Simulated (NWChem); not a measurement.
# CHBrF2 (bromodifluoromethane): levels of theory compared

We compute a comparison of 5 runs (SVWN5/aug-cc-pVDZ, B3LYP/aug-cc-pVDZ, PBE/aug-cc-pVDZ, PBE0/aug-cc-pVDZ, r2SCAN/aug-cc-pVDZ) of CHBrF2 (bromodifluoromethane). 

The calculation is run with NWChem 7.3.0.

## (1) Starting point

CHBrF2 has 5 atoms, charge 0, and is taken as a singlet. SMILES: `FC(F)Br`. The shape is that of a PBE0-D4/def2-TZVP optimisation.

Bond lengths: F1–C2 1.332 Å, C2–F3 1.332 Å, C2–Br4 1.938 Å, C2–H5 1.090 Å. Angles: F1–C2–F3 108.5°, F1–C2–Br4 109.7°, F3–C2–Br4 109.7°, F1–C2–H5 110.3°, F3–C2–H5 110.3°, Br4–C2–H5 108.2°.

## (2) Energy and gradient at SVWN5/aug-cc-pVDZ (run 1)

The input, mol.nw:

```
start mol
title "CHBrF2 gradient"
memory stack 880 mb heap 220 mb global 1100 mb
charge 0

geometry units angstrom noautosym nocenter noautoz
  F      0.174340    -0.623850     1.201130
  C      0.141760     0.019230     0.034970
  F      0.707870    -0.753840    -0.890480
  Br    -1.695370     0.389750    -0.456680
  H      0.671400     0.968700     0.111060
end

basis spherical bse
  F library aug-cc-pVDZ
  C library aug-cc-pVDZ
  Br library aug-cc-pVDZ
  H library aug-cc-pVDZ
end

dft
  xc slater vwn_5
  mult 1
  grid fine
  convergence energy 1e-08
  maxiter 100
  mulliken
  print low
end

task dft gradient
```

Started as:

```sh
$ nwchem mol.nw > mol.out
```

Log:

```text
[...]
 d= 0,ls=0.0,diis     1  -2807.2096207711 -3.07D+03  1.99D-02  1.98D+00     8.5
[...]
 d= 0,ls=0.0,diis    10  -2807.3897272473 -7.60D-09  3.23D-07  2.08D-09    54.8
         Total DFT energy =    -2807.389727247331
      One electron energy =    -4426.188169684723
           Coulomb energy =     1472.744751634584
    Exchange-Corr. energy =     -112.751965701930
 Nuclear repulsion energy =      258.805656504738
[...]
      Total Density - Mulliken Population Analysis
     ---------------------------------------------
    Atom       Charge   Shell Charges
 -----------   ------   -------------------------------------------------------
    1 F    9     9.24   2.01  0.88  1.03  0.11  3.33  1.78  0.08  0.01  0.02
    2 C    6     5.43   2.02  0.67  0.26 -0.03  1.94  0.28 -0.02  0.22  0.10
    3 F    9     9.24   2.01  0.88  1.03  0.11  3.33  1.78  0.08  0.01  0.02
    4 Br  35    34.78   2.00  2.00  2.05  1.11  0.77  0.02  6.00  6.01  2.72  1.99  0.09  9.94  0.10 -0.02
    5 H    1     1.30   0.74  0.52  0.02  0.02  0.01
[...]
                         DFT ENERGY GRADIENTS
    atom               coordinates                        gradient
                 x          y          z           x          y          z
   1 F       0.329455  -1.178906   2.269807    0.000722   0.004024  -0.006263
   2 C       0.267888   0.036339   0.066084    0.006582   0.002306   0.001542
   3 F       1.337680  -1.424551  -1.682763   -0.002233   0.004740   0.005327
   4 Br     -3.203785   0.736521  -0.863000    0.000868   0.000426   0.000195
   5 H       1.268762   1.830578   0.209873   -0.005940  -0.011496  -0.000801
 Task  times  cpu:       93.0s     wall:       93.0s
 Total times  cpu:       93.0s     wall:       93.0s
```

Run time: 94 s. Hardware: 1 thread of Intel Xeon 6975P-C (Granite Rapids), shared host; peak memory 0.12 GiB.

## (3) Energy and forces at B3LYP/aug-cc-pVDZ (run 2)

The input, chbrf2.nw:

```
start chbrf2
memory stack 880 mb heap 220 mb global 1100 mb
charge 0

geometry units angstroms noautosym nocenter noautoz
 F        0.174340      -0.623850       1.201130
 C        0.141760       0.019230       0.034970
 F        0.707870      -0.753840      -0.890480
 Br      -1.695370       0.389750      -0.456680
 H        0.671400       0.968700       0.111060
end

basis spherical bse
 * library aug-cc-pVDZ
end

dft
 xc b3lyp
 grid fine
 convergence energy 1e-08
 iterations 100
 mulliken
end

task dft gradient
```

Started as:

```sh
$ nwchem chbrf2.nw > chbrf2.out
```

Log:

```text
[...]
          Wavefunction type:  closed shell.
          No. of atoms     :     5
          No. of electrons :    60
[...]
          Charge           :     0
          Spin multiplicity:     1
[...]
          AO basis - number of functions:   114
[...]
              XC Information
              --------------
                         B3LYP Method XC Potential
                     Hartree-Fock (Exact) Exchange  0.200
                        Slater Exchange Functional  0.800 local
                    Becke 1988 Exchange Functional  0.720 non-local
              Lee-Yang-Parr Correlation Functional  0.810
                  VWN I RPA Correlation Functional  0.190 local
[...]
 d= 0,ls=0.0,diis     1  -2812.4201059553 -3.07D+03  1.60D-02  1.40D+00     8.9
[...]
 d= 0,ls=0.0,diis     8  -2812.5729552622 -8.74D-10  2.65D-06  1.47D-07    47.8
         Total DFT energy =    -2812.572955262221
      One electron energy =    -4426.801103249352
           Coulomb energy =     1473.452062897594
    Exchange-Corr. energy =     -118.029571415200
 Nuclear repulsion energy =      258.805656504738
[...]
  wavefunction    = closed shell
                         DFT ENERGY GRADIENTS
    atom               coordinates                        gradient
                 x          y          z           x          y          z
   1 F       0.329455  -1.178906   2.269807   -0.000692   0.008251  -0.015233
   2 C       0.267888   0.036339   0.066084    0.001649  -0.012954   0.001232
   3 F       1.337680  -1.424551  -1.682763   -0.007630   0.009937   0.011973
   4 Br     -3.203785   0.736521  -0.863000    0.009226  -0.001780   0.002464
   5 H       1.268762   1.830578   0.209873   -0.002554  -0.003453  -0.000437
[...]
```

It took 86 s on 1 thread of Intel Xeon 6975P-C (Granite Rapids), shared host; peak memory 0.12 GiB.

Run 3 isn't shown in full; the table further down has it.

## (4) Energy and forces at PBE0/aug-cc-pVDZ (run 4)

The input, mymol.nw:

```
start mymol
memory 2200 mb
geometry noautosym nocenter noautoz
F      0.174340    -0.623850     1.201130
C      0.141760     0.019230     0.034970
F      0.707870    -0.753840    -0.890480
Br    -1.695370     0.389750    -0.456680
H      0.671400     0.968700     0.111060
end
basis "ao basis" spherical bse
F library aug-cc-pVDZ
C library aug-cc-pVDZ
Br library aug-cc-pVDZ
H library aug-cc-pVDZ
end
dft
xc pbe0
grid fine
convergence energy 1e-08
iterations 100
mulliken
end
task dft gradient
```

Started as:

```sh
$ nwchem mymol.nw > mymol.out
```

Log:

```text
[...]
          Wavefunction type:  closed shell.
          No. of atoms     :     5
          No. of electrons :    60
[...]
          Charge           :     0
          Spin multiplicity:     1
[...]
          AO basis - number of functions:   114
[...]
              XC Information
              --------------
                         PBE0 Method XC Functional
                     Hartree-Fock (Exact) Exchange  0.250
          PerdewBurkeErnzerhof Exchange Functional  0.750
            Perdew 1991 LDA Correlation Functional  1.000 local
           PerdewBurkeErnz. Correlation Functional  1.000 non-local
[...]
 d= 0,ls=0.0,diis     1  -2811.8684533720 -3.07D+03  1.44D-02  1.34D+00     8.8
[...]
 d= 0,ls=0.0,diis     8  -2812.0170180288 -5.92D-09  1.51D-06  4.14D-08    47.6
         Total DFT energy =    -2812.017018028812
      One electron energy =    -4426.950051752419
           Coulomb energy =     1473.603057892749
    Exchange-Corr. energy =     -117.475680673879
 Nuclear repulsion energy =      258.805656504738
[...]
  wavefunction    = closed shell
                         DFT ENERGY GRADIENTS
    atom               coordinates                        gradient
                 x          y          z           x          y          z
   1 F       0.329455  -1.178906   2.269807    0.000133   0.004375  -0.007622
   2 C       0.267888   0.036339   0.066084    0.004344  -0.005951   0.001484
   3 F       1.337680  -1.424551  -1.682763   -0.003389   0.005229   0.006189
   4 Br     -3.203785   0.736521  -0.863000    0.001211   0.000156   0.000299
   5 H       1.268762   1.830578   0.209873   -0.002299  -0.003809  -0.000350
[...]
```

Run time: 86 s. Hardware: 1 thread of Intel Xeon 6975P-C (Granite Rapids), shared host; peak memory 0.12 GiB.

## (5) Energy and forces at r2SCAN/aug-cc-pVDZ (run 5)

The input, test.nw:

```
start test
title "CHBrF2"
memory stack 880 mb heap 220 mb global 1100 mb
charge 0

geometry units atomic noautosym nocenter noautoz
F    0.32945485  -1.17890564   2.26980674
C    0.26788758   0.03633943   0.06608372
F    1.33768043  -1.42455114  -1.68276332
Br  -3.20378498   0.73652076  -0.86300013
H    1.26876212   1.83057770   0.20987298
end

basis spherical bse
F library aug-cc-pVDZ
C library aug-cc-pVDZ
Br library aug-cc-pVDZ
H library aug-cc-pVDZ
end

dft
xc r2scan
grid fine
convergence energy 1e-08
iterations 100
mulliken
end

task dft gradient
```

Started as:

```sh
$ nwchem test.nw > test.out
```

Log:

```text
[...]
          Wavefunction type:  closed shell.
          No. of atoms     :     5
          No. of electrons :    60
[...]
          Charge           :     0
          Spin multiplicity:     1
[...]
          AO basis - number of functions:   114
[...]
              XC Information
              --------------
                      r^2SCAN Method XC Functional
               r^2SCAN metaGGA Exchange Functional  1.000
                     r^2SCAN Correlation Potential  1.000
[...]
 d= 0,ls=0.0,diis     1  -2812.2786739318 -3.07D+03  1.61D-02  1.38D+00     9.1
[...]
 d= 0,ls=0.0,diis    10  -2812.4283576422 -1.25D-09  1.21D-07  2.53D-10    60.5
         Total DFT energy =    -2812.428357642221
      One electron energy =    -4426.890352016601
           Coulomb energy =     1473.537231291059
    Exchange-Corr. energy =     -117.880874771704
 Nuclear repulsion energy =      258.805637855025
[...]
  wavefunction    = closed shell
                         DFT ENERGY GRADIENTS
    atom               coordinates                        gradient
                 x          y          z           x          y          z
   1 F       0.329455  -1.178906   2.269807   -0.000049   0.007939  -0.013733
   2 C       0.267888   0.036339   0.066084    0.002100  -0.011654   0.001267
   3 F       1.337680  -1.424551  -1.682763   -0.006359   0.009473   0.011010
   4 Br     -3.203785   0.736521  -0.863000    0.007038  -0.001010   0.001858
   5 H       1.268762   1.830578   0.209873   -0.002730  -0.004747  -0.000401
[...]
```

It took 100 s on 1 thread of Intel Xeon 6975P-C (Granite Rapids), shared host; peak memory 0.12 GiB.

## (6) All runs side by side

```
run               level   energy (Eh)  largest force (eV/Å)  wall time
  1   SVWN5/aug-cc-pVDZ  -2807.389727                 0.667       94 s
  2   B3LYP/aug-cc-pVDZ  -2812.572955                 0.892       86 s
  3     PBE/aug-cc-pVDZ  -2811.929220                 1.286    1.7 min
  4    PBE0/aug-cc-pVDZ  -2812.017018                 0.452       86 s
  5  r2SCAN/aug-cc-pVDZ  -2812.428358                 0.816      100 s
```

## (7) Outcome

```
                       quantity           value
            run 5: total energy  -2812.42836 Eh
           run 5: dipole moment          1.37 D
             run 5: HOMO energy        -7.85 eV
             run 5: LUMO energy        -1.43 eV
           run 5: HOMO–LUMO gap         6.43 eV
run 5: largest force on an atom      0.816 eV/Å
```

**Reading.** Over runs 2, 3, 4, 5 the dipole moment (its size) runs from 1.31 D (PBE/aug-cc-pVDZ) to 1.38 D (B3LYP/aug-cc-pVDZ). Over runs 2, 3, 4, 5 the HOMO–LUMO gap runs from 5.84 eV (PBE/aug-cc-pVDZ) to 8.14 eV (PBE0/aug-cc-pVDZ). Totals of different functionals can't be ranked against each other. All runs together took 7.8 min, the longest 1.7 min.
